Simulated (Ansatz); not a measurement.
# CH4ClGeO: the cost of one run

Program: Ansatz 0.2.0, driven from Python. Level of theory: r2SCAN/def2-SVP. These are calculated values, not measurements.

### Step 1. The structure

Bond lengths: C1–O2 1.366 Å, O2–Ge3 1.816 Å, Ge3–Cl4 2.065 Å, C1–H5 1.106 Å, C1–H6 1.180 Å, C1–H7 1.134 Å, Ge3–H8 1.564 Å. Angles: C1–O2–Ge3 107.3°, O2–C1–H5 115.8°, O2–C1–H6 110.4°, O2–C1–H7 110.5°, H5–C1–H6 107.9°, H5–C1–H7 108.2°, H6–C1–H7 103.2°, O2–Ge3–Cl4 109.3°, O2–Ge3–H8 106.4°, Cl4–Ge3–H8 111.8°.

No structure file is read: the coordinates are typed or built in the script.

### Step 2. The code

The input, scan_ch4clgeo.py:

```python
"""Stretching a bond of CH4ClGeO, the rest held rigid."""

import logging
import sys

import ansatz
import matplotlib.pyplot as plt
import numpy as np

logging.basicConfig(stream=sys.stdout, format="%(name)s: %(message)s")
log = logging.getLogger("calc")
log.setLevel(logging.INFO)

system = (
    ansatz.Crystal.molecule()
    .atom("C", (0.5796, 0.9732, -0.3445))
    .atom("O", (0.561, 0.0646, 0.6748))
    .atom("Ge", (-0.4114, -1.3613, 0.1103))
    .atom("Cl", (-2.4098, -1.0255, 0.5094))
    .atom("H", (1.0093, 0.6169, -1.2995))
    .atom("H", (-0.5104, 1.3694, -0.5617))
    .atom("H", (1.1379, 1.9099, -0.0315))
    .atom("H", (0.1359, -2.6042, 0.8869))
)

symbols = [site.symbol for site in system.cartesian_sites]
start = np.array([site.position_ang for site in system.cartesian_sites])
axis = (start[0] - start[1]) / np.linalg.norm(start[0] - start[1])
moving = [0, 4, 5, 6]
lengths, energies = [1.16, 1.26, 1.37, 1.5, 1.71, 2.05, 2.46, 3.0], []
for length in lengths:
    xyz = start.copy()
    xyz[moving] += (length - np.linalg.norm(start[0] - start[1])) * axis
    point = ansatz.Crystal.molecule()
    for symbol, place in zip(symbols, xyz):
        point = point.atom(symbol, place.tolist())
    setup = point.calculation().basis(gaussian="def2-SVP").functional("r2scan").spin("collinear", total=1)
    rep = setup.run(threads=1, backend="cpu").report
    energies.append(rep["free_energy_ev"])
    log.info(f"r = {length:6.3f} A  E = {energies[-1]:.5f} eV  <S^2> = {abs(rep['mean_field']['state']['spin_squared']):.3f}")

print("energy above the lowest point (eV):", [round(e - min(energies), 3) for e in energies])
plt.figure(figsize=(4.5, 3))
plt.plot(lengths, np.array(energies) - min(energies), "o-")
plt.xlabel("bond length (A)")
plt.ylabel("E - E(min) (eV)")
plt.tight_layout()
plt.savefig("scan.png", dpi=100)
```

### Step 3. The input behind the calls

The engine receives this input (first run):

```yaml
crystal:
  periodic: [false, false, false]
  atoms:
    - { symbol: C, position_ang: [0.5767996101692141, 0.8364024623520379, -0.19103562610107008] }
    - { symbol: O, position_ang: [0.561, 0.0646, 0.6748] }
    - { symbol: Ge, position_ang: [-0.4114, -1.3613, 0.1103] }
    - { symbol: Cl, position_ang: [-2.4098, -1.0255, 0.5094] }
    - { symbol: H, position_ang: [1.006499610169214, 0.48010246235203796, -1.1460356261010702] }
    - { symbol: H, position_ang: [-0.5132003898307859, 1.232602462352038, -0.4082356261010701] }
    - { symbol: H, position_ang: [1.135099610169214, 1.773102462352038, 0.12196437389892989] }
    - { symbol: H, position_ang: [0.1359, -2.6042, 0.8869] }
basis:
  gaussian:
    orbitals: def2-SVP
hamiltonian:
  xc: r2scan
magnetization:
  spin_polarized: true
  initial_magnetization: 1.0
```

### Step 4. Launch

The run is started by

```sh
> python scan_ch4clgeo.py
```

What time and memory should one allow on 1 thread of Arm Neoverse V2, shared host?

About 2.7 min, with a peak of 0.37 GiB.
